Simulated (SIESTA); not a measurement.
LiTi2O4:

```
Ti O Li
1.0
     4.78894    0.00000    0.00000
     0.00000    2.93090    0.00000
    -0.07991    0.00000    4.83191
Ti O Li
2 4 1
Direct
  0.50000 0.50000 0.50000
  0.00000 0.00000 0.00000
  0.33198 0.00000 0.73458
  0.82062 0.50000 0.78401
  0.17938 0.50000 0.21599
  0.66802 0.00000 0.26542
  0.50000 0.50000 0.00000
```

The cell comes from a database or a generator and needn't be the stable form of this composition.

| Quantity | Value |
| --- | --- |
| Program | SIESTA 5.4.2 |
| Task | single point |
| Functional | PBEsol |
| Potentials or basis | PseudoDojo 0.4 standard (PBEsol files) |
| Basis | DZP (energy shift 0.003 Ry; two zetas on semicore shells) |
| Grid cutoff | 800 Ry |
| Energy shift | 0.003 Ry |
| k mesh | 6 × 9 × 6 |
| Occupations | fermi-dirac, width 0.05 eV |
| Spin | no spin polarisation |

On this cell: pressure -2.5 GPa; largest force 0.138 eV/Å; band gap on the k mesh none (metal or under the smearing width).

The same run follows on a disturbed copy (atoms moved at random, drawn with an rms of 0.05 Å):

```
CELL_PARAMETERS angstrom
4.78894 0.00000 0.00000
0.00000 2.93090 0.00000
-0.07991 0.00000 4.83191
ATOMIC_POSITIONS crystal
Ti 0.49352 0.49578 0.49371
Ti 0.00472 0.99981 0.99767
O 0.32227 0.01448 0.73484
O 0.81682 0.50019 0.78021
O 0.17228 0.49878 0.21878
O 0.66571 0.01576 0.26554
Li 0.50372 0.49984 0.99979
```

Task: What does the disturbed cell give?

Result: The energy (extrapolated to zero smearing) moves by +7.1 meV/atom; pressure -2.7 GPa; largest force 0.792 eV/Å; band gap on the k mesh none (metal or under the smearing width).

Forces in eV/Å, atoms in the order of the input:
```
Ti   0.165  0.245  0.650
Ti  -0.652 -0.006 -0.450
O    0.318 -0.209  0.034
O   -0.020  0.105  0.230
O    0.425  0.153 -0.111
O   -0.132 -0.300 -0.245
Li  -0.103  0.015 -0.106
```

Stress tensor (GPa, compression positive):
```
-0.83 -0.10 -0.82
-0.10 -6.57  0.17
-0.82  0.17 -0.70
```

Caveats: the basis of atomic orbitals isn't converged, which shifts pressures, moduli and gaps; an odd number of electrons without spin polarisation forces a metal; a magnetic or distorted state may lie lower; semilocal functionals often make such compounds metallic where correlation or magnetic order opens a gap, which also shifts bond lengths.
